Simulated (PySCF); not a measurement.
# C6H5NOSe: the cost of one run

Programs: PySCF 2.14.0, with routines of our own; each step states its level. All values are computed. Atoms count from 0.

### 1 The starting structure

14 atoms, charge 0, multiplicity 1; geometry from: GFN2-xTB.

### 2 Relaxing the molecule at PBE0-D3(BJ)/def2-SVP

The job: settings as JSON, then the geometry in Å.

```
{"job": {"xc": "PBE0", "basis": "def2-SVP", "d3": "d3bj", "grid": 2, "kind": "geom"}, "charge": 0, "multiplicity": 1}
C     -4.524124     0.524272     0.515627
N     -3.363757     0.464423     0.380276
C     -2.030655     0.417961     0.235371
C     -1.099425     1.422351     0.282203
C      0.150472     0.803601     0.072541
C     -0.113522    -0.531950    -0.086541
Se     0.954310    -2.044398    -0.399584
C      2.677411    -1.121536    -0.381585
O     -1.430990    -0.776790     0.009582
H     -1.291377     2.462877     0.444810
H      1.105106     1.285869     0.044465
H      2.814754    -0.637521     0.581564
H      2.705609    -0.395176    -1.189326
H      3.445510    -1.874455    -0.531569
```

Started as:

```
$ OMP_NUM_THREADS=1 python excited_run.py task.json out
```

One launch serves the whole session: the jobs run in the order shown.

Q: Estimate the wall time and peak memory of this first job on 1 thread of Intel Xeon 6975P-C, shared host.

About 75 s, with a peak of 0.82 GiB.
